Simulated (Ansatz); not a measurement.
# ClH3MgOSi + H2: a complex and its separated parts, part 2 of 2

Ansatz 0.2.0, Gaussian basis.

## 13. CAM-B3LYP-D4/def2-TZVPP

The inputs:

parta/in.yaml

```yaml
crystal:
  periodic: [false, false, false]
  atoms:
    - {symbol: Mg, position_ang: [-1.204282, -0.570172, -1.071949]}
    - {symbol: Cl, position_ang: [-2.181515, -1.442461, -2.803709]}
    - {symbol: O, position_ang: [-0.403149, 0.144910, 0.347733]}
    - {symbol: Si, position_ang: [0.323577, 0.793160, 1.635743]}
    - {symbol: H, position_ang: [1.019612, 2.063128, 1.278193]}
    - {symbol: H, position_ang: [1.340272, -0.138109, 2.205136]}
    - {symbol: H, position_ang: [-0.662920, 1.102290, 2.711100]}
basis:
  gaussian: {orbitals: def2-TZVPP}
hamiltonian: {xc: {name: CAM-B3LYP}, dispersion: d4}
```

partb/in.yaml

```yaml
crystal:
  periodic: [false, false, false]
  atoms:
    - {symbol: H, position_ang: [0.713315, -1.125878, -2.447156]}
    - {symbol: H, position_ang: [1.055290, -0.826870, -1.855190]}
basis:
  gaussian: {orbitals: def2-TZVPP}
hamiltonian: {xc: {name: CAM-B3LYP}, dispersion: d4}
```

One command serves all of them, each in its own folder.

Run with:

```
$ ansatz run in.yaml --threads 4 --pin off --events-out ev --progress --plain --max-ram 9574MiB
```

parta printed (excerpt; [...] marks lines left out):

```text
Functional definition: CAM-B3LYP
  name "CAM-B3LYP"
  cite "Yanai, Tew & Handy, Chem. Phys. Lett. 393, 51 (2004) doi:10.1016/j.cplett.2004.06.011"
  cite "Iikura, Tsuneda, Yanai & Hirao, J. Chem. Phys. 115, 3540 (2001) doi:10.1063/1.1383587"
  cite "Becke, Phys. Rev. A 38, 3098 (1988) doi:10.1103/PhysRevA.38.3098"
  cite "Lee, Yang & Parr, Phys. Rev. B 37, 785 (1988) doi:10.1103/PhysRevB.37.785"
[...]
1220 factors; their error is unknown
292 factors; integrals over basis functions are off by at most 2.4e-5 eV
[...]
mean field -27946.71418817 eV, -1027.0228034522 hartree, gradient 6.8e-5 eV, S^2 0.000000; 0 other end points of the search recorded, 0 dependent functions left out
reference -27946.71432446 eV, -1027.0228084605 hartree; 27, 27 occupied and 162, 162 virtual orbitals, 1220 factors
Total energy: -27946.82565948 eV, -1027.0268999471 hartree
```

Log of partb (excerpt; [...] marks lines left out):

```text
[... 6 set-up lines as earlier in the session ...]
[...]
  # Exact exchange under (alpha + beta erf(omega r))/r, Becke's under what is left of 1/r.
[...]
118 factors; their error is unknown
42 factors; integrals over basis functions are off by at most 6.3e-5 eV
[...]
mean field -31.88030388 eV, -1.1715795583 hartree, gradient 6.4e-5 eV, S^2 0.000000; 0 other end points of the search recorded, 0 dependent functions left out
reference -31.88037382 eV, -1.1715821286 hartree; 1, 1 occupied and 27, 27 virtual orbitals, 118 factors
Total energy: -31.88188722 eV, -1.1716377451 hartree
```

Times: 1.7 s (parta), 0.15 s (partb) on 4 threads of Arm Neoverse V1, shared host.

## 14. wB97X-V/def2-TZVPP

The same edit goes into each in.yaml of step 13 (parta, partb):

```diff
-hamiltonian: {xc: {name: CAM-B3LYP}, dispersion: d4}
+hamiltonian: {xc: {name: wB97X-V}}
```

One command serves all of them, each in its own folder.

Run with:

```
$ ansatz run in.yaml --threads 4 --pin off --events-out ev --progress --plain --max-ram 9574MiB
```

parta printed (excerpt; [...] marks lines left out):

```text
Functional definition: wB97X-V
  name "wB97X-V"
  cite "Mardirossian & Head-Gordon, Phys. Chem. Chem. Phys. 16, 9904 (2014) doi:10.1039/C3CP54374A"
[... 2 set-up lines as earlier in the session ...]
[...]
      + integral(e_c_pw_opposite_spin*poly(b97_u_opposite, cos0, cos1)) + vv10(b, c)
1217 factors; their error is unknown
256 factors; integrals over basis functions are off by at most 2.5e-5 eV
[...]
mean field -27941.91569465 eV, -1026.8464620676 hartree, gradient 2.2e-5 eV, S^2 0.000000; 0 other end points of the search recorded, 0 dependent functions left out
reference -27941.91569229 eV, -1026.8464619808 hartree; 27, 27 occupied and 162, 162 virtual orbitals, 1217 factors
Total energy: -27941.91569229 eV, -1026.8464619808 hartree
```

partb printed (excerpt; [...] marks lines left out):

```text
[... 5 set-up lines as earlier in the session ...]
[...]
      + integral(e_c_pw_opposite_spin*poly(b97_u_opposite, cos0, cos1)) + vv10(b, c)
118 factors; their error is unknown
42 factors; integrals over basis functions are off by at most 3.0e-5 eV
[...]
mean field -31.90859975 eV, -1.1726194123 hartree, gradient 8.8e-5 eV, S^2 0.000000; 0 other end points of the search recorded, 0 dependent functions left out
reference -31.90859875 eV, -1.1726193755 hartree; 1, 1 occupied and 27, 27 virtual orbitals, 118 factors
Total energy: -31.90859875 eV, -1.1726193755 hartree
```

They took 4.8 s (parta), 0.15 s (partb) on 4 threads of Arm Neoverse V1, shared host.

## 15. wB97M-V/def2-TZVPP

The same edit goes into each in.yaml of step 14 (parta, partb):

```diff
-hamiltonian: {xc: {name: wB97X-V}}
+hamiltonian: {xc: {name: wB97M-V}}
```

One command serves all of them, each in its own folder.

Run with:

```
$ ansatz run in.yaml --threads 4 --pin off --events-out ev --progress --plain --max-ram 9574MiB
```

Log of parta (excerpt; [...] marks lines left out):

```text
Functional definition: wB97M-V
  name "wB97M-V"
  cite "Mardirossian & Head-Gordon, J. Chem. Phys. 144, 214110 (2016) doi:10.1063/1.4952647"
[... 2 set-up lines as earlier in the session ...]
  # Of w^i u^j: cxij and so on, Table III.
[...]
  gx(w, u) = 1 - cx + cx01*u + cx10*w
[...]
      + integral(e_c_pw_mod_opposite_spin*gos(b97_w_opposite, b97_u_opposite)) + vv10(b, c)
1217 factors; their error is unknown
256 factors; integrals over basis functions are off by at most 2.5e-5 eV
[...]
mean field -27944.46470620 eV, -1026.9401365143 hartree, gradient 2.5e-5 eV, S^2 0.000000; 0 other end points of the search recorded, 0 dependent functions left out
reference -27944.46476348 eV, -1026.9401386192 hartree; 27, 27 occupied and 162, 162 virtual orbitals, 1217 factors
Total energy: -27944.46476348 eV, -1026.9401386192 hartree
```

Output in partb (excerpt; [...] marks lines left out):

```text
[... 5 set-up lines as earlier in the session ...]
  # Of w^i u^j: cxij and so on, Table III.
[...]
  gx(w, u) = 1 - cx + cx01*u + cx10*w
[...]
      + integral(e_c_pw_mod_opposite_spin*gos(b97_w_opposite, b97_u_opposite)) + vv10(b, c)
118 factors; their error is unknown
42 factors; integrals over basis functions are off by at most 3.0e-5 eV
[...]
mean field -31.60111392 eV, -1.1613195167 hartree, gradient 7.3e-6 eV, S^2 0.000000; 0 other end points of the search recorded, 0 dependent functions left out
reference -31.60113818 eV, -1.1613204081 hartree; 1, 1 occupied and 27, 27 virtual orbitals, 118 factors
Total energy: -31.60113818 eV, -1.1613204081 hartree
```

Times: 6 s (parta), 0.2 s (partb) on 4 threads of Arm Neoverse V1, shared host.

## 16. B2PLYP/def2-TZVPP

The same edit goes into each in.yaml of step 15 (parta, partb):

```diff
-hamiltonian: {xc: {name: wB97M-V}}
+hamiltonian: {xc: {name: B2PLYP}}
```

Each run has its own folder and the same command.

Run with:

```
$ ansatz run in.yaml --threads 4 --pin off --events-out ev --progress --plain --max-ram 9574MiB
```

Output in parta (excerpt; [...] marks lines left out):

```text
Functional definition: B2PLYP
  name "B2PLYP"
  cite "Grimme, J. Chem. Phys. 124, 034108 (2006) doi:10.1063/1.2148954"
[... 2 set-up lines as earlier in the session ...]
[...]
1192 factors; integrals over basis functions are off by at most 7.6e-4 eV
[...]
mean field -27930.35359136 eV, -1026.4215626089 hartree, gradient 8.5e-6 eV, S^2 0.000000; 0 other end points of the search recorded, 0 dependent functions left out
12 core orbitals not correlated: weight in the atoms' cores, before any rotation towards them, 1.000 or more for the frozen orbitals, at most 0.000 for the correlated occupied ones
reference -27930.35376874 eV, -1026.4215691275 hartree; 15, 15 occupied and 162, 162 virtual orbitals, 1192 factors
second order -24.12439283 eV of doubles, -0.00000000 eV of singles
Total energy: -27936.86735481 eV, -1026.6609390003 hartree
```

Log of partb (excerpt; [...] marks lines left out):

```text
[... 5 set-up lines as earlier in the session ...]
[...]
145 factors; integrals over basis functions are off by at most 7.3e-4 eV
[...]
mean field -31.55849047 eV, -1.1597531336 hartree, gradient 1.1e-6 eV, S^2 0.000000; 0 other end points of the search recorded, 0 dependent functions left out
reference -31.55857988 eV, -1.1597564195 hartree; 1, 1 occupied and 27, 27 virtual orbitals, 145 factors
second order -1.02366576 eV of doubles, -0.00000000 eV of singles
Total energy: -31.83496964 eV, -1.1699135557 hartree
```

Times: 2.7 s (parta), 0.1 s (partb) on 4 threads of Arm Neoverse V1, shared host.

## 17. PBE-QIDH/def2-TZVPP

The same edit goes into each in.yaml of step 16 (parta, partb):

```diff
-hamiltonian: {xc: {name: B2PLYP}}
+hamiltonian: {xc: {name: PBE-QIDH}}
```

One command serves all of them, each in its own folder.

Run with:

```
$ ansatz run in.yaml --threads 4 --pin off --events-out ev --progress --plain --max-ram 9574MiB
```

Output in parta (excerpt; [...] marks lines left out):

```text
Functional definition: PBE-QIDH
  name "PBE-QIDH"
  cite "Brémond, Sancho-García, Pérez-Jiménez & Adamo, J. Chem. Phys. 141, 031101 (2014) doi:10.1063/1.4890314"
[... 1 set-up line as earlier in the session ...]
[...]
1192 factors; integrals over basis functions are off by at most 7.6e-4 eV
[...]
mean field -27920.86921673 eV, -1026.0730182701 hartree, gradient 2.2e-6 eV, S^2 0.000000; 0 other end points of the search recorded, 0 dependent functions left out
12 core orbitals not correlated: weight in the atoms' cores, before any rotation towards them, 1.000 or more for the frozen orbitals, at most 0.000 for the correlated occupied ones
reference -27920.86923144 eV, -1026.0730188105 hartree; 15, 15 occupied and 162, 162 virtual orbitals, 1192 factors
second order -22.53885664 eV of doubles, -0.00000000 eV of singles
Total energy: -27928.38218365 eV, -1026.3491147118 hartree
```

partb printed (excerpt; [...] marks lines left out):

```text
[... 4 set-up lines as earlier in the session ...]
[...]
145 factors; integrals over basis functions are off by at most 7.3e-4 eV
[...]
mean field -31.52724990 eV, -1.1586050640 hartree, gradient 1.4e-6 eV, S^2 0.000000; 0 other end points of the search recorded, 0 dependent functions left out
reference -31.52725632 eV, -1.1586052998 hartree; 1, 1 occupied and 27, 27 virtual orbitals, 145 factors
second order -0.95920675 eV of doubles, -0.00000000 eV of singles
Total energy: -31.84699190 eV, -1.1703553658 hartree
```

Times: 2.9 s (parta), 0.1 s (partb) on 4 threads of Arm Neoverse V1, shared host.

## 18. RPA on PBE/def2-TZVPP

Each input of step 17 (parta, partb) changes in the same lines:

```diff
-hamiltonian: {xc: {name: PBE-QIDH}}
+hamiltonian: {xc: pbe}
+correlation: {method: rpa}
```

One command serves all of them, each in its own folder.

Run with:

```
$ ansatz run in.yaml --threads 4 --pin off --events-out ev --progress --plain --max-ram 9574MiB
```

parta printed (excerpt; [...] marks lines left out):

```text
[... 4 set-up lines as earlier in the session ...]
[...]
1192 factors; integrals over basis functions are off by at most 7.6e-4 eV
[...]
mean field -27931.54353546 eV, -1026.4652922479 hartree, gradient 5.4e-6 eV, S^2 0.000000; 0 other end points of the search recorded, 0 dependent functions left out
12 core orbitals not correlated: weight in the atoms' cores, before any rotation towards them, 1.000 or more for the frozen orbitals, at most 0.000 for the correlated occupied ones
reference -27887.40909046 eV, -1024.8433813095 hartree; 15, 15 occupied and 162, 162 virtual orbitals, 1192 factors
Total energy: -27920.33507839 eV, -1026.0533890482 hartree
```

Log of partb (excerpt; [...] marks lines left out):

```text
[... 4 set-up lines as earlier in the session ...]
[...]
145 factors; integrals over basis functions are off by at most 7.3e-4 eV
[...]
mean field -31.73221792 eV, -1.1661374998 hartree, gradient 1.4e-6 eV, S^2 0.000000; 0 other end points of the search recorded, 0 dependent functions left out
reference -30.80639832 eV, -1.1321142569 hartree; 1, 1 occupied and 27, 27 virtual orbitals, 145 factors
Total energy: -32.86230438 eV, -1.2076674111 hartree
```

Times: 2.6 s (parta), 0.65 s (partb) on 4 threads of Arm Neoverse V1, shared host.

## 19. CCSD(T)/def2-TZVPP

Each input of step 18 (parta, partb) changes in the same lines:

```diff
-hamiltonian: {xc: pbe}
-correlation: {method: rpa}
+correlation: {method: ccsd_t}
```

One command serves all of them, each in its own folder.

Run with:

```
$ ansatz run in.yaml --threads 4 --pin off --events-out ev --progress --plain --max-ram 9574MiB
```

Log of parta (excerpt; [...] marks lines left out):

```text
Functional definition: HF
  name "HF"
  cite "Fock, Z. Phys. 61, 126 (1930) doi:10.1007/BF01340294"
[... 1 set-up line as earlier in the session ...]
[...]
1192 factors; integrals over basis functions are off by at most 7.6e-4 eV
[...]
mean field -27888.69036123 eV, -1024.8904671420 hartree, gradient 8.6e-6 eV, S^2 0.000000; 0 other end points of the search recorded, 0 dependent functions left out
12 core orbitals not correlated: weight in the atoms' cores, before any rotation towards them, 1.000 or more for the frozen orbitals, at most 0.000 for the correlated occupied ones
reference -27888.69036123 eV, -1024.8904671420 hartree; 15, 15 occupied and 162, 162 virtual orbitals, 1192 factors
second order -20.27866898 eV of doubles, -0.00000000 eV of singles
cycle   1  -20.89412536 eV  change   -6.2e-1 eV  update   9.0e-2
[...]
cycle   8  -21.40266686 eV  change    2.0e-5 eV  update   3.3e-5
perturbative correction -0.62955778 eV, -0.0231358217 hartree
Total energy: -27910.72258587 eV, -1025.7001364635 hartree
```

Log of partb (excerpt; [...] marks lines left out):

```text
[... 4 set-up lines as earlier in the session ...]
[...]
145 factors; integrals over basis functions are off by at most 7.3e-4 eV
[...]
mean field -30.82770247 eV, -1.1328971699 hartree, gradient 4.2e-7 eV, S^2 0.000000; 0 other end points of the search recorded, 0 dependent functions left out
reference -30.82770247 eV, -1.1328971699 hartree; 1, 1 occupied and 27, 27 virtual orbitals, 145 factors
second order -0.86257545 eV of doubles, -0.00000000 eV of singles
cycle   1  -1.00723127 eV  change   -1.4e-1 eV  update   2.6e-2
[...]
cycle   7  -1.07308080 eV  change    5.2e-7 eV  update   4.2e-7
perturbative correction -0.00000000 eV, -0.0000000000 hartree
Total energy: -31.90078327 eV, -1.1723321619 hartree
```

Wall times: 41 s (parta), 0.6 s (partb) on 4 threads of Arm Neoverse V1, shared host; peak memory 2.1 GiB.

## 20. Vibrations of ClH3MgOSi

Input file vib-parta/in.yaml:

```yaml
crystal:
  periodic: [false, false, false]
  atoms:
    - {symbol: Mg, position_ang: [-1.204282, -0.570172, -1.071949]}
    - {symbol: Cl, position_ang: [-2.181515, -1.442461, -2.803709]}
    - {symbol: O, position_ang: [-0.403149, 0.144910, 0.347733]}
    - {symbol: Si, position_ang: [0.323577, 0.793160, 1.635743]}
    - {symbol: H, position_ang: [1.019612, 2.063128, 1.278193]}
    - {symbol: H, position_ang: [1.340272, -0.138109, 2.205136]}
    - {symbol: H, position_ang: [-0.662920, 1.102290, 2.711100]}
basis:
  gaussian: {orbitals: def2-TZVP}
hamiltonian: {xc: pbe0, dispersion: d4}
phonons: {temperatures: {t_min: 298.15, t_max: 900, t_step: 200}}
```

Run with:

```
$ ansatz run in.yaml --threads 4 --pin off --events-out ev --progress --plain --max-ram 9574MiB
```

The program printed (excerpt; [...] marks lines left out):

```text
[... 5 set-up lines as earlier in the session ...]
[...]
1107 factors; their error is unknown
[...]
mean field -27933.95746837 eV, -1026.5540026460 hartree, gradient 6.0e-5 eV, S^2 0.000000; 0 other end points of the search recorded, 0 dependent functions left out
[...]
Atom 4 at     1.019612     2.063128     1.278193 Å, force     0.000070    -0.000000    -0.000004 eV/Å
Atom 5 at     1.340272    -0.138109     2.205136 Å, force     0.000054     0.000039     0.000001 eV/Å
Atom 6 at    -0.662920     1.102290     2.711100 Å, force    -0.000031     0.000011     0.000053 eV/Å
Dipole moment:     0.010304     0.009228     0.018240 e Å
Vibrations: 51.75 51.80 143.76 143.77 319.61 636.18 733.61 733.61 957.59 957.61 996.84 1105.36 2188.22 2188.24 2200.06 cm⁻¹, zero-point energy 0.831192 eV
```

Run time: 50 s. Hardware: 4 threads of Arm Neoverse V1, shared host.

The modes, with what each moves most:

```
mode  wavenumber (cm⁻¹)               character
   1                 52                    bend
   2                 52                    bend
   3                144                    bend
   4                144                    bend
   5                320  Mg–Cl and Mg–O stretch
   6                636  Mg–Cl and Mg–O stretch
   7                734                    bend
   8                734                    bend
   9                958                    bend
  10                958                    bend
  11                997                    bend
  12               1105   Si–O and Mg–O stretch
  13               2188            Si–H stretch
  14               2188            Si–H stretch
  15               2200            Si–H stretch
```

Vibrational sums (real modes only):

```
T (K)  entropy (J/mol/K)  heat capacity (J/mol/K)
  298               73.7                     56.2
  498              108.0                     77.7
  698              136.6                     91.4
  898              160.8                    100.5
```

## 21. Vibrations of H2

Input file vib-partb/in.yaml:

```yaml
crystal:
  periodic: [false, false, false]
  atoms:
    - {symbol: H, position_ang: [0.713315, -1.125878, -2.447156]}
    - {symbol: H, position_ang: [1.055290, -0.826870, -1.855190]}
basis:
  gaussian: {orbitals: def2-TZVP}
hamiltonian: {xc: pbe0, dispersion: d4}
phonons: {temperatures: {t_min: 298.15, t_max: 900, t_step: 200}}
```

Run with:

```
$ ansatz run in.yaml --threads 4 --pin off --events-out ev --progress --plain --max-ram 9574MiB
```

The program printed (excerpt; [...] marks lines left out):

```text
[... 5 set-up lines as earlier in the session ...]
[...]
88 factors; their error is unknown
[...]
mean field -31.78865268 eV, -1.1682114388 hartree, gradient 1.8e-5 eV, S^2 0.000000; 0 other end points of the search recorded, 0 dependent functions left out
[...]
reference -31.78855025 eV, -1.1682076748 hartree; 1, 1 occupied and 11, 11 virtual orbitals, 88 factors
Total energy: -31.79027510 eV, -1.1682710617 hartree
Atom 0 at     0.713315    -1.125878    -2.447156 Å, force     0.000957     0.000837     0.001657 eV/Å
Atom 1 at     1.055290    -0.826870    -1.855190 Å, force    -0.000957    -0.000837    -0.001657 eV/Å
Dipole moment:     0.000000     0.000000     0.000000 e Å
Vibrations: 4414.26 cm⁻¹, zero-point energy 0.273649 eV
```

It took 0.3 s on 4 threads of Arm Neoverse V1, shared host.

The modes, with what each moves most:

```
mode  wavenumber (cm⁻¹)    character
   1               4414  H–H stretch
```

Vibrational sums (real modes only):

```
T (K)  entropy (J/mol/K)  heat capacity (J/mol/K)
  298                0.0                      0.0
  498                0.0                      0.0
  698                0.0                      0.1
  898                0.1                      0.4
```

## 22. Complex less separated parts

The complex's own energies come from single points at the same levels.

Rows are in def2-TZVPP; times add the 3 runs of a level on a shared host, so small differences are noise.

Differences are taken before rounding.

```
      method                    rung  complex less parts (kJ/mol)  from CCSD(T) (kJ/mol)     time
       SPW92                     LDA                        -26.4                  -13.4    1.7 s
      PBE-D4                     GGA                        -16.0                   -3.0    2.7 s
     BLYP-D4                     GGA                        -11.3                   +1.7    2.9 s
   r2SCAN-D4                meta-GGA                        -15.4                   -2.4    6.3 s
      B97M-V                meta-GGA                        -14.0                   -0.9     14 s
     PBE0-D4                  hybrid                        -16.1                   -3.0    4.1 s
    B3LYP-D4                  hybrid                        -13.0                    0.0    3.6 s
  r2SCAN0-D4                  hybrid                        -16.0                   -3.0      7 s
    BHLYP-D4                  hybrid                        -14.4                   -1.3    3.6 s
CAM-B3LYP-D4  range-separated hybrid                        -14.4                   -1.4    4.1 s
     wB97X-V  range-separated hybrid                        -14.3                   -1.3     11 s
     wB97M-V  range-separated hybrid                        -13.5                   -0.5     13 s
      B2PLYP           double hybrid                        -10.4                   +2.6    6.4 s
    PBE-QIDH           double hybrid                        -13.9                   -0.9    6.6 s
  RPA on PBE                     RPA                        -10.6                   +2.4    6.8 s
Hartree-Fock            wavefunction                         -5.2                   +7.8         
         MP2            wavefunction                        -12.7                   +0.4         
        CCSD            wavefunction                        -12.1                   +0.9         
     CCSD(T)            wavefunction                        -13.0                      0  2.1 min
```

Among the levels timed on like hardware and quicker than the yardstick, those that no quicker one beats, quickest first: SPW92 (1.7 s, -13.4 kJ/mol); PBE-D4 (2.7 s, -3.0 kJ/mol); BLYP-D4 (2.9 s, +1.7 kJ/mol); B3LYP-D4 (3.6 s, 0.0 kJ/mol).

B3LYP-D4 reaches 0.0 kJ/mol from the reference in 3.6 s, where CCSD(T) took 2.1 min; the quickest level in the cost chart, SPW92, takes 1.7 s and misses by 13.4 kJ/mol.

The complex's zero-point energy, from a separate PBE0-D4 run, is 1.203 eV.

## 23. What came out

This closing draws on all 2 parts.

| quantity | value |
| --- | --- |
| complex less parts, CCSD(T)/def2-TZVPP | -13.0 kJ/mol |
| with zero-point energy | -3.6 kJ/mol |
| largest T1 diagnostic | 0.010 |

In words: At CCSD(T) the complex lies 13.0 kJ/mol below its parts. Among the functionals B3LYP-D4 lands nearest to CCSD(T) (0.0 kJ/mol) and SPW92 farthest (-13.4 kJ/mol). Mean unsigned error by rung: LDA 13.4, GGA 2.3, meta-GGA 1.7, hybrid 1.8, range-separated hybrid 1.1, double hybrid 1.8 kJ/mol. PBE-D4 gives a relative energy 3.0 kJ/mol too low, inside chemical accuracy (1 kcal/mol, 4.2 kJ/mol). The complex's frequency run has imaginary modes: the structure is no minimum, so both the energy and the zero-point correction are in doubt. No counterpoise was applied, and triple zeta lacks some correlation, so the CCSD(T) reference has a basis error of its own, and close matches with it are partly luck.
